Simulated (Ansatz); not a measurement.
# C₂H₃ClGe: an energy map over bond length C4–H7 and angle H7–C4–Ge2

How does the energy of C2H3ClGe, SMILES [Cl][GeH]1[CH]=[CH]1 change over two coordinates at once? A grid of runs gives the map.

Program: Ansatz 0.2.0. Level of theory: RKS BHLYP-D4/def2-TZVP. These are calculated values, not measurements.

## (1) The starting structure

7 atoms, charge 0, spin multiplicity 1.

Atoms are counted from 1 here; the program's logs count them from 0.

Bond lengths: Cl1–Ge2 2.182 Å, Ge2–C3 1.909 Å, Ge2–C4 1.909 Å, Ge2–H5 1.538 Å, C3–C4 1.351 Å, C3–H6 1.103 Å, C4–H7 1.103 Å. Angles: Cl1–Ge2–C3 119.9°, Cl1–Ge2–C4 119.9°, Cl1–Ge2–H5 109.0°, C3–Ge2–C4 41.4°, C3–Ge2–H5 125.9°, C4–Ge2–H5 125.8°, Ge2–C3–C4 69.3°, Ge2–C3–H6 154.1°, C4–C3–H6 136.6°, Ge2–C4–C3 69.3°, Ge2–C4–H7 154.1°, C3–C4–H7 136.6°.

As a file:

```xyz
7

Cl   -1.9242   -1.8719   -0.4990
Ge   -0.7323   -0.0455   -0.5813
C     0.3249    0.4686    0.9229
C     1.0983   -0.0779   -0.0407
H    -1.3480    0.9084   -1.6180
H     0.4759    0.8724    1.9385
H     2.1666   -0.3220   -0.1681
```

This geometry comes from a loose relaxation at PBE in a small basis, which is not shown.

## (2) Relaxing the molecule

input.yaml reads:

```yaml
crystal:
  periodic: [false, false, false]
  atoms:
    - { symbol: Cl, position_ang: [-1.924174, -1.871944, -0.498984] }
    - { symbol: Ge, position_ang: [-0.732317, -0.045537, -0.581311] }
    - { symbol: C, position_ang: [0.324876, 0.468635, 0.922921] }
    - { symbol: C, position_ang: [1.098288, -0.077947, -0.040707] }
    - { symbol: H, position_ang: [-1.347994, 0.908445, -1.618022] }
    - { symbol: H, position_ang: [0.47588, 0.872402, 1.938454] }
    - { symbol: H, position_ang: [2.166641, -0.321954, -0.16815] }
basis:
  gaussian: { orbitals: def2-TZVP }
hamiltonian:
  xc: { name: BHLYP }
  dispersion: d4
output:
  forces: true
relax:
  f_tol: 0.003
  max_steps: 120
```

Run with:

```bash
$ ansatz run input.yaml --threads 1 --pin off --max-ram 2560MiB --backend cpu --events-out ev --progress --plain --runs-dir out
```

Standard output (excerpt; [...] marks lines left out):

```text
Warning: RAYON_NUM_THREADS=1 ignored (pool sized by the plan → 1); use --threads N
[...]
Functional definition: BHLYP
[...]
1323 factors; their error is unknown
[...]
mean field -71161.54266829 eV, -2615.1384580334 hartree, gradient 2.1e-5 eV, S^2 0.000000; 0 other end points of the search recorded, 0 dependent functions left out
[...]
reference -71161.54284708 eV, -2615.1384646040 hartree; 32, 32 occupied and 133, 133 virtual orbitals, 1323 factors
relax step   1: F+E_penalty+E_count = -71161.76083933 eV  Δ(F+E_penalty+E_count) = +0.000e0 eV  max|allowed force component| = 9.299e-1 eV/Å  Δτ_max = 0.0000 Å  (30 SCF iters, accepted)
[...]
relax step   5: F+E_penalty+E_count = -71161.84168706 eV  Δ(F+E_penalty+E_count) = -9.141e-6 eV  max|allowed force component| = 5.603e-3 eV/Å  Δτ_max = 0.0005 Å  (35 SCF iters, accepted)
[...]
relax step   6: F+E_penalty+E_count = -71161.84169219 eV  Δ(F+E_penalty+E_count) = -5.128e-6 eV  max|allowed force component| = 6.876e-4 eV/Å  Δτ_max = 0.0009 Å  (35 SCF iters, accepted)
1323 factors; their error is unknown
[...]
mean field -71161.62114439 eV, -2615.1413419771 hartree, gradient 1.1e-5 eV, S^2 0.000000; 1 other end points of the search recorded, 0 dependent functions left out
[...]
reference -71161.62132093 eV, -2615.1413484648 hartree; 32, 32 occupied and 133, 133 virtual orbitals, 1323 factors
Total energy: -71161.84186873 eV, -2615.1494534468 hartree
Atom 0 at    -1.894483    -1.838964    -0.495341 Å, force     0.000033     0.000146    -0.000037 eV/Å
Atom 1 at    -0.719502    -0.038257    -0.574820 Å, force     0.000109    -0.000315     0.000214 eV/Å
Atom 2 at     0.324941     0.462513     0.907058 Å, force     0.000152    -0.000426    -0.000680 eV/Å
Atom 3 at     1.082361    -0.073379    -0.036630 Å, force    -0.000688     0.000189     0.000370 eV/Å
Atom 4 at    -1.340860     0.885712    -1.598257 Å, force    -0.000158     0.000183    -0.000199 eV/Å
Atom 5 at     0.484331     0.847433     1.897803 Å, force     0.000192     0.000168     0.000255 eV/Å
Atom 6 at     2.124412    -0.312958    -0.145612 Å, force     0.000360     0.000054     0.000077 eV/Å
Dipole moment:     0.268377     0.345943     0.018961 e Å
```

Run time: 50 s. Hardware: 1 thread of Arm Neoverse V2, shared host; peak memory 0.4 GiB.

Step by step:

```
step  energy from step 1 (eV)  largest force component (eV/Å)
   1                   0.0000                          0.9299
   2                  -0.0753                          0.2424
   3                  -0.0807                          0.0301
   4                  -0.0808                          0.0139
   5                  -0.0808                          0.0056
   6                  -0.0809                          0.0007
```

Distances of close pairs at the start and the end, largest changes first:

```
   bond  before (Å)  after (Å)  change (Å)
Cl1–Ge2       2.182      2.152      -0.031
  C4–H7       1.103      1.075      -0.028
  C3–H6       1.103      1.075      -0.028
 Ge2–C3       1.909      1.881      -0.028
 Ge2–C4       1.909      1.881      -0.028
  C3–C4       1.351      1.323      -0.028
 Ge2–H5       1.538      1.512      -0.025
```

## (3) Setting up the map

The axes are (1) bond length C4–H7: 9 values from 0.924 to 1.505 Å; (2) angle H7–C4–Ge2: 9 values from 119.7 to 179.0 °.

Nothing else is relaxed (all other coordinates rigid). Energies count from the relaxed molecule at the same level.

Below, 3 of the grid's runs; all are launched alike.

## (4) Point bond length C4–H7 = 1.069 Å, angle H7–C4–Ge2 = 156.8°

input.yaml reads:

```yaml
crystal:
  periodic: [false, false, false]
  atoms:
    - { symbol: Cl, position_ang: [-1.894483, -1.838964, -0.495341] }
    - { symbol: Ge, position_ang: [-0.719502, -0.038257, -0.57482] }
    - { symbol: C, position_ang: [0.324941, 0.462513, 0.907058] }
    - { symbol: C, position_ang: [1.082361, -0.073379, -0.03663] }
    - { symbol: H, position_ang: [-1.34086, 0.885712, -1.598257] }
    - { symbol: H, position_ang: [0.484331, 0.847433, 1.897803] }
    - { symbol: H, position_ang: [2.125625, -0.294651, -0.110119] }
basis:
  gaussian: { orbitals: def2-TZVP }
hamiltonian:
  xc: { name: BHLYP }
  dispersion: d4
output:
  forces: true
```

Run with:

```bash
$ ansatz run input.yaml --threads 1 --pin off --max-ram 2560MiB --backend cpu --events-out ev --progress --plain --runs-dir out
```

Standard output (excerpt; [...] marks lines left out):

```text
Warning: RAYON_NUM_THREADS=1 ignored (pool sized by the plan → 1); use --threads N
[...]
[... 1 set-up line as earlier in the session ...]
[...]
1323 factors; their error is unknown
[...]
mean field -71161.61774048 eV, -2615.1412168856 hartree, gradient 2.2e-5 eV, S^2 0.000000; 0 other end points of the search recorded, 0 dependent functions left out
[...]
reference -71161.61791702 eV, -2615.1412233734 hartree; 32, 32 occupied and 133, 133 virtual orbitals, 1323 factors
Total energy: -71161.83845980 eV, -2615.1493281711 hartree
Atom 0 at    -1.894483    -1.838964    -0.495341 Å, force     0.004809     0.001317    -0.006651 eV/Å
Atom 1 at    -0.719502    -0.038257    -0.574820 Å, force     0.010671    -0.000511     0.027940 eV/Å
Atom 2 at     0.324941     0.462513     0.907058 Å, force    -0.105438     0.003627    -0.021218 eV/Å
Atom 3 at     1.082361    -0.073379    -0.036630 Å, force    -0.121782     0.107047     0.158423 eV/Å
Atom 4 at    -1.340860     0.885712    -1.598257 Å, force     0.005814    -0.004535    -0.010566 eV/Å
Atom 5 at     0.484331     0.847433     1.897803 Å, force    -0.000313    -0.000832    -0.006645 eV/Å
Atom 6 at     2.125625    -0.294651    -0.110119 Å, force     0.206239    -0.106114    -0.141284 eV/Å
Dipole moment:     0.263041     0.348155     0.022377 e Å
```

Wall time 7 s (1 thread of Arm Neoverse V2, shared host); peak memory 0.4 GiB.

That is 0.33 kJ/mol from the zero.

## (5) Point bond length C4–H7 = 1.505 Å, angle H7–C4–Ge2 = 127.1°

Edit input.yaml of step 4 so:

```diff
@@ -9,3 +9,3 @@
     - { symbol: H, position_ang: [0.484331, 0.847433, 1.897803] }
-    - { symbol: H, position_ang: [2.125625, -0.294651, -0.110119] }
+    - { symbol: H, position_ang: [2.242719, -0.668743, -0.78772] }
 basis:
```

Run with:

```bash
$ ansatz run input.yaml --threads 1 --pin off --max-ram 2560MiB --backend cpu --events-out ev --progress --plain --runs-dir out
```

Standard output (excerpt; [...] marks lines left out):

```text
Warning: RAYON_NUM_THREADS=1 ignored (pool sized by the plan → 1); use --threads N
[...]
[... 1 set-up line as earlier in the session ...]
[...]
1323 factors; their error is unknown
[...]
mean field -71159.51168330 eV, -2615.0638207118 hartree, gradient 4.5e-5 eV, S^2 0.000000; 0 other end points of the search recorded, 0 dependent functions left out
[...]
reference -71159.51186917 eV, -2615.0638275426 hartree; 32, 32 occupied and 133, 133 virtual orbitals, 1323 factors
Total energy: -71159.74346576 eV, -2615.0723385602 hartree
Atom 0 at    -1.894483    -1.838964    -0.495341 Å, force    -0.022092     0.012722     0.068886 eV/Å
Atom 1 at    -0.719502    -0.038257    -0.574820 Å, force    -0.234315    -0.003655    -0.310936 eV/Å
Atom 2 at     0.324941     0.462513     0.907058 Å, force     1.171985     0.027859     0.436895 eV/Å
Atom 3 at     1.082361    -0.073379    -0.036630 Å, force     2.373686    -2.427683    -3.843577 eV/Å
Atom 4 at    -1.340860     0.885712    -1.598257 Å, force    -0.063229     0.056270     0.112200 eV/Å
Atom 5 at     0.484331     0.847433     1.897803 Å, force    -0.018185     0.016384     0.080114 eV/Å
Atom 6 at     2.242719    -0.668743    -0.787720 Å, force    -3.207850     2.318103     3.456418 eV/Å
Dipole moment:     0.239379     0.318518    -0.041787 e Å
```

Run time: 6.6 s. Hardware: 1 thread of Arm Neoverse V2, shared host; peak memory 0.4 GiB.

On the map this point reads 202 kJ/mol.

## (6) Grid point bond length C4–H7 = 1.360 Å, angle H7–C4–Ge2 = 171.6°

Edit input.yaml of step 5 so:

```diff
@@ -9,3 +9,3 @@
     - { symbol: H, position_ang: [0.484331, 0.847433, 1.897803] }
-    - { symbol: H, position_ang: [2.242719, -0.668743, -0.78772] }
+    - { symbol: H, position_ang: [2.419378, -0.194236, 0.181041] }
 basis:
```

Run with:

```bash
$ ansatz run input.yaml --threads 1 --pin off --max-ram 2560MiB --backend cpu --events-out ev --progress --plain --runs-dir out
```

Standard output (excerpt; [...] marks lines left out):

```text
Warning: RAYON_NUM_THREADS=1 ignored (pool sized by the plan → 1); use --threads N
[...]
[... 1 set-up line as earlier in the session ...]
[...]
1323 factors; their error is unknown
[...]
mean field -71160.60086476 eV, -2615.1038473923 hartree, gradient 3.1e-5 eV, S^2 0.000000; 0 other end points of the search recorded, 0 dependent functions left out
[...]
reference -71160.60104935 eV, -2615.1038541759 hartree; 32, 32 occupied and 133, 133 virtual orbitals, 1323 factors
Total energy: -71160.82146624 eV, -2615.1119543469 hartree
Atom 0 at    -1.894483    -1.838964    -0.495341 Å, force     0.053915     0.037972    -0.055514 eV/Å
Atom 1 at    -0.719502    -0.038257    -0.574820 Å, force    -0.141343    -0.047501     0.110913 eV/Å
Atom 2 at     0.324941     0.462513     0.907058 Å, force    -0.379323    -0.087979    -0.248172 eV/Å
Atom 3 at     1.082361    -0.073379    -0.036630 Å, force     4.920381     0.079462     1.760243 eV/Å
Atom 4 at    -1.340860     0.885712    -1.598257 Å, force     0.042279    -0.036804    -0.089465 eV/Å
Atom 5 at     0.484331     0.847433     1.897803 Å, force    -0.076357     0.000396    -0.063864 eV/Å
Atom 6 at     2.419378    -0.194236     0.181041 Å, force    -4.419552     0.054454    -1.414141 eV/Å
Dipole moment:     0.152138     0.373335     0.054509 e Å
```

Run time: 6.9 s. Hardware: 1 thread of Arm Neoverse V2, shared host; peak memory 0.4 GiB.

On the map this point reads 98 kJ/mol.

## (7) The map

81 points were computed. Energies in kJ/mol, from the relaxed molecule at the same level:

```csv
"angle H7–C4–Ge2 (°) ↓, bond length C4–H7 (Å) →",0.924,0.997,1.069,1.142,1.214,1.287,1.360,1.432,1.505
179.0,94,51,37,42,60,85,115,147,180
171.6,74,31,18,23,41,68,98,131,165
164.2,61,18,5,12,30,57,89,122,156
156.8,55,13,0,7,26,54,86,119,154
149.3,55,14,2,9,29,56,89,123,158
141.9,62,21,9,17,37,65,98,132,168
134.5,74,33,22,30,51,79,112,147,182
127.1,91,51,40,48,69,98,132,167,202
119.7,112,72,62,71,93,122,156,191,227
```

The largest force on an atom (eV/Å) at each point:

| angle H7–C4–Ge2 (°) ↓, bond length C4–H7 (Å) → | 0.924 | 0.997 | 1.069 | 1.142 | 1.214 | 1.287 | 1.360 | 1.432 | 1.505 |
| --- | --- | --- | --- | --- | --- | --- | --- | --- | --- |
| 179.0 | 9.1 | 4.2 | 1.8 | 3.5 | 4.7 | 5.4 | 5.8 | 5.8 | 5.8 |
| 171.6 | 8.9 | 3.9 | 1.3 | 2.9 | 4.1 | 4.9 | 5.2 | 5.3 | 5.3 |
| 164.2 | 8.8 | 3.7 | 0.7 | 2.4 | 3.7 | 4.4 | 4.8 | 4.8 | 5.0 |
| 156.8 | 8.7 | 3.6 | 0.3 | 2.0 | 3.4 | 4.3 | 4.7 | 4.9 | 5.0 |
| 149.3 | 8.7 | 3.6 | 0.5 | 2.1 | 3.5 | 4.4 | 4.8 | 5.0 | 5.1 |
| 141.9 | 8.8 | 3.8 | 1.0 | 2.3 | 3.6 | 4.5 | 4.9 | 5.0 | 5.1 |
| 134.5 | 8.8 | 3.8 | 1.4 | 2.5 | 3.8 | 4.6 | 5.0 | 5.1 | 5.2 |
| 127.1 | 8.7 | 3.8 | 1.7 | 2.9 | 4.0 | 4.8 | 5.1 | 5.2 | 5.3 |
| 119.7 | 8.7 | 3.8 | 1.9 | 3.2 | 4.4 | 5.2 | 5.5 | 5.6 | 5.6 |

On the same grid, dipole moment (D):

```tsv
angle H7–C4–Ge2 (°) ↓, bond length C4–H7 (Å) →	0.924	0.997	1.069	1.142	1.214	1.287	1.360	1.432	1.505
179.0	2.03	2.03	2.03	2.02	2.01	1.99	1.96	1.94	1.92
171.6	2.05	2.06	2.05	2.03	2.01	1.99	1.95	1.92	1.90
164.2	2.09	2.08	2.07	2.05	2.03	1.99	1.96	1.92	1.89
156.8	2.12	2.11	2.10	2.08	2.05	2.01	1.97	1.92	1.88
149.3	2.15	2.14	2.13	2.10	2.07	2.03	1.98	1.93	1.88
141.9	2.17	2.16	2.15	2.13	2.09	2.05	2.00	1.95	1.89
134.5	2.18	2.18	2.17	2.14	2.11	2.07	2.02	1.97	1.91
127.1	2.18	2.18	2.17	2.15	2.13	2.09	2.04	1.99	1.92
119.7	2.16	2.16	2.15	2.14	2.12	2.10	2.06	2.01	1.94
```

## (8) Results

| quantity | value |
| --- | --- |
| lowest point | bond length C4–H7 = 1.069 Å, angle H7–C4–Ge2 = 156.8°, 0.33 kJ/mol |
| highest computed point | bond length C4–H7 = 1.505 Å, angle H7–C4–Ge2 = 119.7°, 227 kJ/mol above the lowest |
| largest force on an atom (eV/Å) | 0.3 at bond length C4–H7 = 1.069 Å, angle H7–C4–Ge2 = 156.8° to 9.1 at bond length C4–H7 = 0.924 Å, angle H7–C4–Ge2 = 179.0°; 0.3 at the lowest point |
| dipole moment (D) | 1.88 at bond length C4–H7 = 1.505 Å, angle H7–C4–Ge2 = 156.8° to 2.18 at bond length C4–H7 = 0.924 Å, angle H7–C4–Ge2 = 134.5°; 2.10 at the lowest point |
| time for the whole task | 10 min on 1 thread, shared host |

**Reading.** The lowest computed point is at bond length C4–H7 = 1.069 Å, angle H7–C4–Ge2 = 156.8°, 0.33 kJ/mol from the relaxed molecule at the same level. The grid is coarse, so the lowest point of the scanned range may lie between grid points; coordinates that were held can hide deeper minima. The grid shows no other well, apart from its symmetry copies. The highest computed point, bond length C4–H7 = 1.505 Å, angle H7–C4–Ge2 = 119.7°, lies 227 kJ/mol above the lowest. Round the minimum the two coordinates are nearly uncoupled.
